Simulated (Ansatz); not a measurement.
# H8O3Si3: the cost of one run

All numbers below are computed with Ansatz 0.2.0 (RKS PBE0/6-31G*).

## Step 1: The system as given

Bond lengths: Si1–O2 1.680 Å, O2–H3 1.010 Å, Si1–H4 1.460 Å, Si1–O5 1.679 Å, O5–Si6 1.680 Å, Si6–H7 1.460 Å, Si6–H8 1.460 Å, Si6–H9 1.460 Å, Si1–O10 1.679 Å, O10–Si11 1.680 Å, Si11–H12 1.460 Å, Si11–H13 1.460 Å, Si11–H14 1.460 Å. Angles (14 of 21 angles, heavy atoms first): O2–Si1–O5 109.5°, O2–Si1–O10 109.5°, O5–Si1–O10 109.5°, Si1–O5–Si6 125.0°, Si1–O10–Si11 125.0°, Si1–O2–H3 109.5°, O2–Si1–H4 109.5°, H4–Si1–O5 109.5°, H4–Si1–O10 109.5°, O5–Si6–H7 109.5°, O5–Si6–H8 109.5°, O5–Si6–H9 109.5°, O10–Si11–H12 109.5°, O10–Si11–H13 109.5°.

Structure file:

```xyz
14

Si    0.0000    0.0000    0.0000
O     0.0000    0.0000    1.6800
H    -0.9095   -0.2814    2.0171
H     1.3768    0.0000   -0.4862
O    -0.7913    1.3709   -0.5594
Si   -2.4002    1.4263   -1.0396
H    -3.2124    0.6421   -0.1138
H    -2.8620    2.8114   -1.0378
H    -2.5267    0.8736   -2.3850
O    -0.7913   -1.3709   -0.5594
Si   -1.6730   -2.4329    0.3983
H    -1.2634   -2.2870    1.7920
H    -3.0964   -2.1323    0.2761
H    -1.4264   -3.8036   -0.0398
```

## Step 2: Relaxing the start

File input.yaml:

```yaml
crystal:
  periodic: [false, false, false]
  atoms:
    - { symbol: Si, position_ang: [0.0, 0.0, 0.0] }
    - { symbol: O, position_ang: [0.0, 0.0, 1.68] }
    - { symbol: H, position_ang: [-0.9095, -0.2814, 2.0171] }
    - { symbol: H, position_ang: [1.3768, 0.0, -0.4862] }
    - { symbol: O, position_ang: [-0.7913, 1.3709, -0.5594] }
    - { symbol: Si, position_ang: [-2.4002, 1.4263, -1.0396] }
    - { symbol: H, position_ang: [-3.2124, 0.6421, -0.1138] }
    - { symbol: H, position_ang: [-2.862, 2.8114, -1.0378] }
    - { symbol: H, position_ang: [-2.5267, 0.8736, -2.385] }
    - { symbol: O, position_ang: [-0.7913, -1.3709, -0.5594] }
    - { symbol: Si, position_ang: [-1.673, -2.4329, 0.3983] }
    - { symbol: H, position_ang: [-1.2634, -2.287, 1.792] }
    - { symbol: H, position_ang: [-3.0964, -2.1323, 0.2761] }
    - { symbol: H, position_ang: [-1.4264, -3.8036, -0.0398] }
basis:
  gaussian: { orbitals: "6-31G*" }
hamiltonian:
  xc: pbe0
relax:
  f_tol: 0.02
  max_steps: 40
```

On the command line:

```
$ ansatz run input.yaml --threads 2 --pin off --max-ram 3072MiB --backend cpu --events-out ev --progress --plain --runs-dir out
```

What time and memory should one allow on 2 threads of Intel Xeon at 2.50GHz (Skylake/Cascade Lake), shared host?

About 5.4 min, with a peak of 0.31 GiB.
